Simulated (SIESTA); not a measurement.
Crystal: GdFeAsO.

```xyz
8
Lattice="3.9965 0.0000 0.0000 0.0000 3.9965 0.0000 0.0000 0.0000 9.1106" Properties=species:S:1:pos:R:3 pbc="T T T"
Gd    0.0000    1.9983    3.4361
Gd    1.9983    0.0000    5.6745
As    1.9983    0.0000    1.6660
As    0.0000    1.9983    7.4446
Fe    1.9983    1.9983    0.0000
Fe    0.0000    0.0000    0.0000
O     1.9983    1.9983    4.5553
O     0.0000    0.0000    4.5553
```

The cell is a database's computed one.

```yaml
Program: SIESTA 5.4.2
Task: single point
Functional: PBEsol
Potentials_or_basis: PseudoDojo 0.4 standard with PseudoDojo 3+ lanthanides (4f in the core) (PBE and PBEsol files)
Basis: DZP (energy shift 0.003 Ry; two zetas on semicore shells)
Grid_cutoff: 800 Ry
Energy_shift: 0.003 Ry
k_mesh: 7 × 7 × 3
Occupations: fermi-dirac, width 0.05 eV
Spin: collinear spin, ferromagnetic start
Starting_moments: "[7.0, 7.0, 0.0, 0.0, 3.0, 3.0, 0.0, 0.0] μB"
```

On this cell: pressure -10.8 GPa; largest force 1.189 eV/Å; net moment 6.14 μB per cell; site moments Gd -0.02; As -0.01; Fe +3.10; O +0.00 μB; band gap on the k mesh none (metal or under the smearing width).

The same run follows on a disturbed copy (atoms moved at random, drawn with an rms of 0.05 Å):

```
CELL_PARAMETERS angstrom
3.99652 0.00000 0.00000
0.00000 3.99652 0.00000
0.00000 0.00000 9.11061
ATOMIC_POSITIONS crystal
Gd 0.99722 0.50121 0.37883
Gd 0.49483 0.99787 0.62750
As 0.50162 0.00404 0.18442
As 0.99005 0.50077 0.81459
Fe 0.51376 0.50884 0.00140
Fe 0.99899 0.00736 0.00002
O 0.49206 0.48970 0.50171
O 0.00004 0.99633 0.49975
```

Q: What changes?

A: The energy (extrapolated to zero smearing) moves by +9.9 meV/atom; pressure -11.2 GPa; largest force 1.363 eV/Å; net moment 6.15 μB per cell; site moments Gd -0.02; As -0.02, -0.01; Fe +3.11; O +0.00 μB; band gap on the k mesh none (metal or under the smearing width).

Forces in eV/Å, atoms in the order of the input:
```
Gd  -0.085 -0.175  0.138
Gd   0.028 -0.122 -0.417
As  -0.027  0.023 -1.289
As   0.252  0.061  1.339
Fe  -0.209 -0.065 -0.002
Fe  -0.003 -0.063 -0.019
O    0.235  0.317  0.061
O   -0.193  0.021  0.191
```

Stress tensor (GPa, compression positive):
```
-11.65   0.01  -0.14
  0.01 -11.50   0.05
 -0.14   0.05 -10.30
```

Caveats: the potentials were made for another functional, which shifts forces and pressure; short orbitals over semicore shells can move pressures by several GPa; spin-orbit coupling is left out, which moves the levels of the heavy elements; the 4f electrons are frozen in the core as for a trivalent ion, so they carry no moment and show no levels; the basis of atomic orbitals isn't converged, which shifts pressures, moduli and gaps; semilocal functionals often make such compounds metallic where correlation or magnetic order opens a gap, which also shifts bond lengths; only a ferromagnetic start was run, and an antiferromagnetic order may lie lower in energy.
